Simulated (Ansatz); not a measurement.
# ZrSi+ (sextet): from Hartree-Fock to the top rungs at distance Zr1–Si2 = 6.679 Å, def2-SVP

An exercise on one series of results from a longer session: the logs are not shown, and one member is left open.

Program: Ansatz 0.2.0, Gaussian basis. Level of theory: def2-SVP, core rule «outside noble gas», up to 9 orbitals frozen. These are calculated values, not measurements.

Plan: UHF; CCSD(T) on ROHF; CCSD(T) on UHF; CISD; CCSDT(Q) on ROHF; CCSDT(Q) on UHF; CASSCF and MRCISD+Q, 7 electrons in 7 orbitals; CASSCF and NEVPT2, 7 electrons in 7 orbitals.

45 further runs of the same task are left out: 30 for a known fault of the program, 12 that didn't finish, 3 set aside as unsound or not needed.

## What is computed

The geometry derives from a PBE0/def2-TZVP stationary point (not a proven minimum). One bond is set to the value named and the two fragments are kept rigid. No spin-orbit coupling is included. Elements past krypton take def2 core potentials.

2 atoms, charge 1, spin multiplicity 6.

Atoms are counted from 1 here; the program's logs count them from 0.

No contacts short enough for the rule that draws bonds.

Coordinates:

```
Zr    0.0000    0.0000    0.0000
Si    0.0000    0.0000    6.6790
```

Set-up of the first run:

in.yaml

```yaml
crystal:
  periodic: [false, false, false]
  atoms:
    - {symbol: Zr, position_ang: [0.000000, 0.000000, 0.000000]}
    - {symbol: Si, position_ang: [0.000000, 0.000000, 6.679000]}
basis:
  gaussian: {orbitals: def2-SVP}
total_charge: 1
magnetization: {spin_polarized: true, initial_magnetization: 5}
hamiltonian: {xc: hf}
output: {orbitals: {seedname: orbitals}}
```

Command:

```sh
$ ansatz run in.yaml --threads 1 --pin off --events-out ev --progress --plain --max-ram 2393MiB
```

Steps of the session up to this table: UHF; CCSD(T) on ROHF; CCSD(T) on UHF; CISD; CCSDT(Q) on ROHF; CCSDT(Q) on UHF; CASSCF and MRCISD+Q, 7 electrons in 7 orbitals; CASSCF and NEVPT2, 7 electrons in 7 orbitals.

One table of the session follows, with a row left open; its other results are not shown here.

It belongs to the step «Misses and costs». 

```
       method  from RCCSDT(Q) (kcal/mol)
         ROHF                     +48.56
          UHF                     +44.04
         RMP2                     +14.18
         UMP2                     +11.62
         CISD                      +1.89
        RCCSD                      +0.97
        UCCSD                      -1.44
     RCCSD(T)                          ?
     UCCSD(T)                      -2.08
       RCCSDT                      +0.02
       UCCSDT                      -2.32
    RCCSDT(Q)                          0
    UCCSDT(Q)                      -2.34
  CASSCF pair                     +40.31
  NEVPT2 pair                     +11.93
  MRCISD pair                      +1.55
MRCISD+Q pair                      -0.46
```

**Question.** Estimate the row for RCCSD(T).

**Answer.** from RCCSDT(Q) (kcal/mol): +0.27. In the column «from RCCSDT(Q) (kcal/mol)» it lies between RCCSDT (+0.02) and RCCSD (+0.97).

To keep in mind: Restricted and unrestricted rows rest on different reference determinants; where their highest levels disagree by more than a few hundredths of an eV, they describe different states and don't form one ladder.
